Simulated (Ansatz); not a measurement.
A calculation with Ansatz 0.2.0 of BiTe (native input, structure typed inline):

Contents of input.yaml:

```yaml
crystal:
  lattice:
    - [6.55514134, 0.0, 0.0]
    - [0.0, 6.55514134, 0.0]
    - [0.0, 0.0, 6.55514134]
  atoms:
    - { symbol: Bi, position: [0.0, 0.0, 0.0] }
    - { symbol: Bi, position: [0.0, 0.5, 0.5] }
    - { symbol: Bi, position: [0.5, 0.0, 0.5] }
    - { symbol: Bi, position: [0.5, 0.5, 0.0] }
    - { symbol: Te, position: [0.5, 0.0, 0.0] }
    - { symbol: Te, position: [0.0, 0.5, 0.0] }
    - { symbol: Te, position: [0.0, 0.0, 0.5] }
    - { symbol: Te, position: [0.5, 0.5, 0.5] }
hamiltonian:
  xc: pbe
  pseudopotentials: { kind: paw, partial_waves: polarizable }
  dispersion: d4
kpoints:
  mp_grid: { grid: [4, 4, 4] }
scf:
  occupations: { method: gaussian, width: 0.05 }
  n_extra_bands: 20
output:
  forces: true
  stress: true
  eigenvalues: true
  dos: { projected: false, de: 0.05, nscf_kmesh: { grid: [6, 6, 6] } }
```

Potentials or basis: Ansatz PAW polarizable.

Command:

```console
$ ansatz run input.yaml --threads 2 --pin off --max-ram 5120MiB --backend cpu --events-out ev --progress --plain --runs-dir out
```

The cell isn't the ideal one: volume scaled by 1.04.

Write the same calculation in another form: ASE script, structure from a CIF.

As run:

The input run.py:

```python
import json

import ase.io
import numpy as np

import ansatz as az

atoms = ase.io.read("BiTe.cif")
atoms.info.pop("occupancy", None)

calculation = (
    az.Crystal.from_ase(atoms)
    .calculation()
    .kpoints(4, 4, 4)
    .functional("pbe", dispersion="d4")
    .pseudopotentials(kind="paw", partial_waves="polarizable")
    .scf(extra_bands=20)
    .occupations(method="gaussian", width=0.05)
    .density()
    .potential()
    .output_files(volumetric_format="npy")
    .electron_localization_function()
    .density_of_states(energy_step=0.05, projected=False, nscf_kmesh=(6, 6, 6))
    .forces()
    .stress()
    .band_table(publish=True)
)
outcome = calculation.run(threads=2, events_out="events.jsonl")

report = outcome.report
for line in open("events.jsonl"):
    event = json.loads(line)
    if event["event"] == "scf_iter":
        d = event["data"]
        print(f"SCF {d['iter']:3d}  HF = {d['harris_foulkes_ev']:.6f} eV  dr2 = {d['dr2_ev']:.2e} eV")
    elif event["event"] in ("relax_step", "md_step"):
        d = event["data"]
        print(f"{event['event']} {d['step']:3d}  E = {d['lagrangian_ev']:.6f} eV")
np.set_printoptions(precision=5, suppress=True, linewidth=110)
print("converged:", report["converged"], "after", report["n_iterations"], "iterations")
print(f"free energy {report['free_energy_ev']:.6f} eV, Fermi level {report['fermi_energy_ev']:.4f} eV")
for key in ("band_edges_ev", "magnetization_mub", "site_moments_mub", "site_moments_nc_mub", "forces_ev_ang",
                "stress_gpa", "kpoints_frac", "eigenvalues_ev"):
    if report.get(key) is not None:
        print(key, np.array(report[key]), sep="\n")
```

File BiTe.cif:

```cif
data_BiTe
_cell_length_a 6.55514134
_cell_length_b 6.55514134
_cell_length_c 6.55514134
_cell_angle_alpha 90.00000000
_cell_angle_beta 90.00000000
_cell_angle_gamma 90.00000000
_space_group_name_H-M_alt 'Fm-3m'
_space_group_name_Hall '-F 4 2 3'
_space_group_IT_number 225
loop_
_space_group_symop_operation_xyz
'x,y,z'
'-x,-y,-z'
'-y,x,z'
'y,-x,-z'
'-x,-y,z'
'x,y,-z'
'y,-x,z'
'-y,x,-z'
'x,-y,-z'
'-x,y,z'
'-y,-x,-z'
'y,x,z'
'-x,y,-z'
'x,-y,z'
'y,x,-z'
'-y,-x,z'
'z,x,y'
'-z,-x,-y'
'z,-y,x'
'-z,y,-x'
'z,-x,-y'
'-z,x,y'
'z,y,-x'
'-z,-y,x'
'-z,x,-y'
'z,-x,y'
'-z,-y,-x'
'z,y,x'
'-z,-x,y'
'z,x,-y'
'-z,y,x'
'z,-y,-x'
'y,z,x'
'-y,-z,-x'
'x,z,-y'
'-x,-z,y'
'-y,z,-x'
'y,-z,x'
'-x,z,y'
'x,-z,-y'
'-y,-z,x'
'y,z,-x'
'-x,-z,-y'
'x,z,y'
'y,-z,-x'
'-y,z,x'
'x,-z,y'
'-x,z,-y'
'x,y+1/2,z+1/2'
'-x,-y+1/2,-z+1/2'
'-y,x+1/2,z+1/2'
'y,-x+1/2,-z+1/2'
'-x,-y+1/2,z+1/2'
'x,y+1/2,-z+1/2'
'y,-x+1/2,z+1/2'
'-y,x+1/2,-z+1/2'
'x,-y+1/2,-z+1/2'
'-x,y+1/2,z+1/2'
'-y,-x+1/2,-z+1/2'
[... 41 lines left out ...]
'-x+1/2,-y,z+1/2'
'x+1/2,y,-z+1/2'
'y+1/2,-x,z+1/2'
'-y+1/2,x,-z+1/2'
'x+1/2,-y,-z+1/2'
'-x+1/2,y,z+1/2'
'-y+1/2,-x,-z+1/2'
'y+1/2,x,z+1/2'
'-x+1/2,y,-z+1/2'
'x+1/2,-y,z+1/2'
'y+1/2,x,-z+1/2'
'-y+1/2,-x,z+1/2'
'z+1/2,x,y+1/2'
'-z+1/2,-x,-y+1/2'
'z+1/2,-y,x+1/2'
'-z+1/2,y,-x+1/2'
'z+1/2,-x,-y+1/2'
'-z+1/2,x,y+1/2'
'z+1/2,y,-x+1/2'
'-z+1/2,-y,x+1/2'
'-z+1/2,x,-y+1/2'
'z+1/2,-x,y+1/2'
'-z+1/2,-y,-x+1/2'
'z+1/2,y,x+1/2'
'-z+1/2,-x,y+1/2'
'z+1/2,x,-y+1/2'
'-z+1/2,y,x+1/2'
'z+1/2,-y,-x+1/2'
'y+1/2,z,x+1/2'
'-y+1/2,-z,-x+1/2'
'x+1/2,z,-y+1/2'
'-x+1/2,-z,y+1/2'
'-y+1/2,z,-x+1/2'
'y+1/2,-z,x+1/2'
'-x+1/2,z,y+1/2'
'x+1/2,-z,-y+1/2'
'-y+1/2,-z,x+1/2'
'y+1/2,z,-x+1/2'
'-x+1/2,-z,-y+1/2'
'x+1/2,z,y+1/2'
'y+1/2,-z,-x+1/2'
'-y+1/2,z,x+1/2'
'x+1/2,-z,y+1/2'
'-x+1/2,z,-y+1/2'
'x+1/2,y+1/2,z'
'-x+1/2,-y+1/2,-z'
'-y+1/2,x+1/2,z'
'y+1/2,-x+1/2,-z'
'-x+1/2,-y+1/2,z'
'x+1/2,y+1/2,-z'
'y+1/2,-x+1/2,z'
'-y+1/2,x+1/2,-z'
'x+1/2,-y+1/2,-z'
'-x+1/2,y+1/2,z'
'-y+1/2,-x+1/2,-z'
'y+1/2,x+1/2,z'
'-x+1/2,y+1/2,-z'
'x+1/2,-y+1/2,z'
'y+1/2,x+1/2,-z'
'-y+1/2,-x+1/2,z'
'z+1/2,x+1/2,y'
'-z+1/2,-x+1/2,-y'
'z+1/2,-y+1/2,x'
'-z+1/2,y+1/2,-x'
'z+1/2,-x+1/2,-y'
'-z+1/2,x+1/2,y'
'z+1/2,y+1/2,-x'
'-z+1/2,-y+1/2,x'
'-z+1/2,x+1/2,-y'
'z+1/2,-x+1/2,y'
'-z+1/2,-y+1/2,-x'
'z+1/2,y+1/2,x'
'-z+1/2,-x+1/2,y'
'z+1/2,x+1/2,-y'
'-z+1/2,y+1/2,x'
'z+1/2,-y+1/2,-x'
'y+1/2,z+1/2,x'
'-y+1/2,-z+1/2,-x'
'x+1/2,z+1/2,-y'
'-x+1/2,-z+1/2,y'
'-y+1/2,z+1/2,-x'
'y+1/2,-z+1/2,x'
'-x+1/2,z+1/2,y'
'x+1/2,-z+1/2,-y'
'-y+1/2,-z+1/2,x'
'y+1/2,z+1/2,-x'
'-x+1/2,-z+1/2,-y'
'x+1/2,z+1/2,y'
'y+1/2,-z+1/2,-x'
'-y+1/2,z+1/2,x'
'x+1/2,-z+1/2,y'
'-x+1/2,z+1/2,-y'
loop_
_atom_site_label
_atom_site_type_symbol
_atom_site_symmetry_multiplicity
_atom_site_Wyckoff_symbol
_atom_site_fract_x
_atom_site_fract_y
_atom_site_fract_z
_atom_site_occupancy
Bi1 Bi 4 a 0.0000000000 0.0000000000 0.0000000000 1
Te1 Te 4 b 0.5000000000 0.0000000000 0.0000000000 1
```

Potentials or basis: Ansatz PAW polarizable.

Run with:

```console
$ python run.py
```

Both were run:

|  | native input, structure typed inline | ASE script, structure from a CIF |
| --- | --- | --- |
| Pressure | -3.3 GPa | -3.3 GPa |
| Band gap on the k mesh | none (metal or under the smearing width) | none (metal or under the smearing width) |
| Density of states at the Fermi level | 5.21 states/eV per cell | 5.21 states/eV per cell |

Keys that steer only the numerical path or the files written may differ.

Caveat: spin-orbit coupling is left out, which moves the levels of the heavy elements; pairwise dispersion overbinds metals, which lowers pressure and volume.
